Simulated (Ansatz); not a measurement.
# C2H7ClO2Zr: geometry optimisation

What shape does C2H7ClO2Zr take? The plan is to relax it.

The runs use Ansatz 0.2.0, Gaussian basis; RKS PBE0-D4/def2-TZVP.

The runs, in order: relaxation at PBE0-D4/def2-TZVP.

1 further run of the same task is left out (set aside as unsound or not needed).

## (1) Where the work starts

SMILES `C[O][Zr]([CH3])([OH])[Cl]`, 13 atoms, charge 0, spin multiplicity 1.

Atoms are counted from 1 here; the program's logs count them from 0.

Bond lengths: C1–O2 1.407 Å, C1–H7 1.099 Å, C1–H8 1.115 Å, C1–H9 1.107 Å, O2–Zr3 1.876 Å, Zr3–C4 2.224 Å, Zr3–O5 1.876 Å, Zr3–Cl6 2.303 Å, C4–H10 1.104 Å, C4–H11 1.106 Å, C4–H12 1.102 Å, O5–H13 0.964 Å. Angles: O2–C1–H7 109.1°, O2–C1–H8 110.9°, O2–C1–H9 110.4°, H7–C1–H8 108.3°, H7–C1–H9 108.3°, H8–C1–H9 109.7°, C1–O2–Zr3 110.8°, O2–Zr3–C4 107.6°, O2–Zr3–O5 108.5°, O2–Zr3–Cl6 106.3°, C4–Zr3–O5 106.6°, C4–Zr3–Cl6 108.4°, O5–Zr3–Cl6 119.0°, Zr3–C4–H10 111.2°, Zr3–C4–H11 109.6°, Zr3–C4–H12 113.6°, H10–C4–H11 107.4°, H10–C4–H12 107.4° and more.

As a file:

```xyz
13

C     0.80413   -0.38489   -2.12918
O     1.06387   -0.25581   -0.75220
Zr   -0.52974   -0.01505    0.20735
C    -0.03040   -0.10864    2.37246
O    -1.16740    1.71849   -0.12186
Cl   -1.87059   -1.81574   -0.30760
H     1.74783   -0.28897   -2.68427
H     0.10945    0.41380   -2.47913
H     0.37056   -1.37976   -2.34872
H    -0.94135   -0.20327    2.98895
H     0.59645   -0.99760    2.57061
H     0.52371    0.77202    2.73513
H    -0.67650    2.54543   -0.05156
```

The start is a GFN2-xTB geometry. Zr takes the def2 core potential; no spin-orbit term is included.

## (2) Relaxation at PBE0-D4/def2-TZVP

in.yaml reads:

```yaml
crystal:
  periodic: [false, false, false]
  atoms:
    - {symbol: C, position_ang: [0.804130, -0.384890, -2.129180]}
    - {symbol: O, position_ang: [1.063870, -0.255810, -0.752200]}
    - {symbol: Zr, position_ang: [-0.529740, -0.015050, 0.207350]}
    - {symbol: C, position_ang: [-0.030400, -0.108640, 2.372460]}
    - {symbol: O, position_ang: [-1.167400, 1.718490, -0.121860]}
    - {symbol: Cl, position_ang: [-1.870590, -1.815740, -0.307600]}
    - {symbol: H, position_ang: [1.747830, -0.288970, -2.684270]}
    - {symbol: H, position_ang: [0.109450, 0.413800, -2.479130]}
    - {symbol: H, position_ang: [0.370560, -1.379760, -2.348720]}
    - {symbol: H, position_ang: [-0.941350, -0.203270, 2.988950]}
    - {symbol: H, position_ang: [0.596450, -0.997600, 2.570610]}
    - {symbol: H, position_ang: [0.523710, 0.772020, 2.735130]}
    - {symbol: H, position_ang: [-0.676500, 2.545430, -0.051560]}
basis:
  gaussian: {orbitals: def2-TZVP}
hamiltonian: {xc: pbe0, dispersion: d4}
relax: {f_tol: 0.005, max_steps: 150}
```

Started as:

```console
> ansatz run in.yaml --threads 2 --pin off --events-out ev --progress --plain --max-ram 22528MiB --backend cuda --devices 0, --max-vram 18GiB
```

Before running them: what should the planned runs give, taken together? Wanted: point group; shift from the start; total energy; dispersion term; dipole moment.

**Answer**, as computed:

```
                  quantity           value
               point group              C1
                     steps              49
shift from the start (rms)         0.770 Å
              total energy  -20082.8547 eV
           dispersion term        -244 meV
             dipole moment          3.53 D
```

What this shows: The relaxed geometry lies 0.77 Å (rms) from the start; the bond that changed most is Zr3–Cl6, from 2.303 to 2.378 Å. No vibrations were run, so it is not proven to be a minimum. The largest Mulliken charge, +1.55 e, sits on Zr3.
